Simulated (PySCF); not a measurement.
# BHOF2 (difluorohydroxyborane) at r2SCAN/def2-SVPD

What is the vertical singlet–triplet gap of BHOF2 (difluorohydroxyborane) at r2SCAN/def2-SVPD? Input form: a Python script.

The calculation is run with PySCF 2.14.0.

2 further runs of the same task are left out: 1 that didn't finish, 1 set aside as unsound or not needed.

## 1. Starting point

BHOF2: 5 atoms, total charge 0, spin state singlet. SMILES: `OB(F)F`. The shape is that of a PBE0-D4/def2-TZVP optimisation.

Bond lengths: O1–B2 1.345 Å, B2–F3 1.317 Å, B2–F4 1.327 Å, O1–H5 0.960 Å. Angles: O1–B2–F3 119.5°, O1–B2–F4 122.2°, F3–B2–F4 118.3°, B2–O1–H5 113.5°.

## 2. A single-point energy at r2SCAN/def2-SVPD

The input, run.py:

```python
# OB(F)F
from pyscf import gto, dft

mol = gto.M(
    atom='''
O      0.073000     1.891143     0.329398
B      0.199857    -0.647156     0.259289
F      1.381446    -1.864933     2.080022
F     -0.830591    -1.987860    -1.593663
H     -0.823713     2.608805    -1.075027
''',
    unit='bohr',
    verbose=4,
    max_memory=1860,
    basis='def2-svpd',
)

mf = dft.RKS(mol, xc='r2scan')
mf.grids.level = 5
mf.conv_tol = 1e-10
mf.kernel()
if not mf.converged:
    mf = mf.newton().run(mf.mo_coeff, mf.mo_occ)

e_tot = mf.e_tot
print('E = %.10f Eh' % e_tot)
```

Launch:

```console
$ OMP_NUM_THREADS=1 python run.py
```

The log of the run:

```text
PySCF version 2.14.0

[INPUT] num. atoms = 5
[INPUT] num. electrons = 32
[INPUT] charge = 0
[INPUT] spin (= nelec alpha-beta = 2S) = 0
[INPUT] symmetry False subgroup None
[INPUT] Mole.unit = bohr
[INPUT] Symbol           X                Y                Z      unit          X                Y                Z       unit  Magmom
[INPUT]  1 O      0.038629936397   1.000749778191   0.174309914923 AA    0.073000000000   1.891143000000   0.329398000000 Bohr   0.0
[INPUT]  2 B      0.105759769843  -0.342460207110   0.137209829842 AA    0.199857000000  -0.647156000000   0.259289000000 Bohr   0.0
[INPUT]  3 F      0.731029741317  -0.986880043493   1.100700240612 AA    1.381446000000  -1.864933000000   2.080022000000 Bohr   0.0
[INPUT]  4 F     -0.439529828795  -1.051930210499  -0.843330141486 AA   -0.830591000000  -1.987860000000  -1.593663000000 Bohr   0.0
[INPUT]  5 H     -0.435890147939   1.380520153734  -0.568879789524 AA   -0.823713000000   2.608805000000  -1.075027000000 Bohr   0.0

nuclear repulsion = 112.725598249722
number of shells = 39
number of NR pGTOs = 139
number of NR cGTOs = 97
basis = def2-svpd
ecp = {}

******** <class 'pyscf.dft.rks.RKS'> ********
method = RKS
initial guess = minao
damping factor = 0
level_shift factor = 0
DIIS = <class 'pyscf.scf.diis.CDIIS'>
diis_start_cycle = 1
diis_space = 8
diis_damp = 0
SCF conv_tol = 1e-10
SCF conv_tol_grad = None
SCF max_cycles = 50
direct_scf = True
direct_scf_tol = 1e-13
XC library pyscf.dft.libxc version 7.0.0
    S. Lehtola, C. Steigemann, M. J.T. Oliveira, and M. A.L. Marques.,  SoftwareX 7, 1–5 (2018)
XC functionals = r2scan
    J. W. Furness, A. D. Kaplan, J. Ning, J. P. Perdew, and J. Sun.,  J. Phys. Chem. Lett. 11, 8208-8215 (2020)
    J. W. Furness, A. D. Kaplan, J. Ning, J. P. Perdew, and J. Sun.,  J. Phys. Chem. Lett. 11, 9248-9248 (2020)
    J. W. Furness, A. D. Kaplan, J. Ning, J. P. Perdew, and J. Sun.,  J. Phys. Chem. Lett. 11, 8208-8215 (2020)
    J. W. Furness, A. D. Kaplan, J. Ning, J. P. Perdew, and J. Sun.,  J. Phys. Chem. Lett. 11, 9248-9248 (2020)
radial grids:
    Treutler-Ahlrichs [JCP 102, 346 (1995); DOI:10.1063/1.469408] (M4) radial grids

becke partition: Becke, JCP 88, 2547 (1988); DOI:10.1063/1.454033
pruning grids: <function nwchem_prune>
grids dens level: 5
symmetrized grids: False
atomic radii adjust function: <function treutler_atomic_radii_adjust>
small_rho_cutoff = 0
Set gradient conv threshold to 1e-05
Initial guess from minao.
tot grids = 197432
init E= -300.545375216198
  HOMO = -0.451971981697879  LUMO = -0.025811303689093  gap/eV = 11.59642
cycle= 1 E= -300.07877008642  delta_E= 0.467  |g|= 0.817  |ddm|= 2.83
  HOMO = -0.223853886227324  LUMO = 0.0118338204295245  gap/eV = 6.41339
cycle= 2 E= -299.881507895724  delta_E= 0.197  |g|= 1.33  |ddm|= 1.47
  HOMO = -0.360915065327022  LUMO = -0.00660670048106038  gap/eV = 9.64122
cycle= 3 E= -300.190635362495  delta_E= -0.309  |g|= 0.103  |ddm|= 0.933
  HOMO = -0.34792225611508  LUMO = -0.00423442672253316  gap/eV = 9.35222
cycle= 4 E= -300.192417901818  delta_E= -0.00178  |g|= 0.0454  |ddm|= 0.105
  HOMO = -0.349511090504864  LUMO = -0.00400946407606284  gap/eV = 9.40158
cycle= 5 E= -300.192739083091  delta_E= -0.000321  |g|= 0.0065  |ddm|= 0.0323
  HOMO = -0.349015663008673  LUMO = -0.00402034375603666  gap/eV = 9.38780
cycle= 6 E= -300.192748369015  delta_E= -9.29e-06  |g|= 0.00131  |ddm|= 0.0088
  HOMO = -0.349270973917456  LUMO = -0.00411386844548822  gap/eV = 9.39220
cycle= 7 E= -300.192748663073  delta_E= -2.94e-07  |g|= 0.000422  |ddm|= 0.00131
  HOMO = -0.349298220515402  LUMO = -0.00411883365616816  gap/eV = 9.39281
cycle= 8 E= -300.192748684642  delta_E= -2.16e-08  |g|= 0.000217  |ddm|= 0.000403
  HOMO = -0.349293240943451  LUMO = -0.00411658865120046  gap/eV = 9.39274
cycle= 9 E= -300.192748692335  delta_E= -7.69e-09  |g|= 1.66e-05  |ddm|= 0.000161
  HOMO = -0.34929434800076  LUMO = -0.00411751089251666  gap/eV = 9.39274
cycle= 10 E= -300.192748692394  delta_E= -5.85e-11  |g|= 1.93e-06  |ddm|= 2.21e-05
  HOMO = -0.349294085926128  LUMO = -0.00411736482219371  gap/eV = 9.39274
Extra cycle  E= -300.192748692394  delta_E=    0  |g|= 1.15e-06  |ddm|= 2.95e-06
converged SCF energy = -300.192748692394
E = -300.1927486924 Eh
```

It took 30 s on 1 thread of Arm Neoverse V1, shared host; peak memory 0.5 GiB.

## 3. The triplet

The input, mol.xyz:

```xyz
5
BF2HO
O      0.038630     1.000750     0.174310
B      0.105760    -0.342460     0.137210
F      0.731030    -0.986880     1.100700
F     -0.439530    -1.051930    -0.843330
H     -0.435890     1.380520    -0.568880
```

The input, calc.py:

```python
from pyscf import gto, dft

mol = gto.M(
    atom='mol.xyz',
    spin=2,
    basis='def2-svpd',
    max_memory=1860,
    charge=0,
    verbose=3,
)

mf = dft.UKS(mol, xc='r2scan')
mf.conv_tol = 1e-10
mf.grids.level = 5
mf.kernel()
if not mf.converged:
    mf = mf.newton().run(mf.mo_coeff, mf.mo_occ)

e_tot = mf.e_tot
print(f'total energy: {e_tot:.8f} hartree')
```

Launch:

```console
$ OMP_NUM_THREADS=1 python calc.py
```

The log of the run:

```text
WARN: HOMO -0.0258113066055539 >= LUMO -0.451971975575644

WARN: HOMO -0.126944879138487 >= LUMO -0.339419848980337

WARN: HOMO -0.0887402859010216 >= LUMO -0.38110505977066

WARN: HOMO -0.0944540716616067 >= LUMO -0.420748367456214

WARN: HOMO -0.0887726894844638 >= LUMO -0.402678602373365

WARN: HOMO -0.0928620247461982 >= LUMO -0.405523846936839

WARN: HOMO -0.0924138047996497 >= LUMO -0.405616099717038

WARN: HOMO -0.0920452020129163 >= LUMO -0.405246029884176

WARN: HOMO -0.0920074491949663 >= LUMO -0.404953622320412

WARN: HOMO -0.0920014801587712 >= LUMO -0.404952258043076

WARN: HOMO -0.0920040027872071 >= LUMO -0.404955841044702

WARN: HOMO -0.0920044399254962 >= LUMO -0.404957661900501

WARN: HOMO -0.0920044657350205 >= LUMO -0.404957261151468

WARN: HOMO -0.0920045841364283 >= LUMO -0.404957445093971

converged SCF energy = -299.867582416503  <S^2> = 2.003883  2S+1 = 3.0025876
total energy: -299.86758242 hartree
```

It took 74 s on 1 thread of Arm Neoverse V1, shared host; peak memory 0.54 GiB.

## 4. What came out

At r2SCAN/def2-SVPD:

| quantity | value |
| --- | --- |
| singlet: total energy | -300.19275 Eh |
| singlet: dipole moment | 1.98 D |
| singlet: HOMO energy | -9.50 eV |
| singlet: LUMO energy | -0.11 eV |
| singlet: HOMO–LUMO gap | 9.39 eV |
| triplet: total energy | -299.86758 Eh |
| triplet: dipole moment | 1.91 D |
| triplet: HOMO energy (highest over α and β) | -2.50 eV |
| triplet: ⟨S²⟩ | 2.004 |
| vertical energy of the triplet above the singlet | 8.848 eV |

**Reading.** At this shape the triplet lies 8.85 eV (204 kcal/mol) above the singlet. Mulliken charges (singlet) run from -0.40 on F4 to +1.01 on B2; in a basis this large or diffuse they mean little.
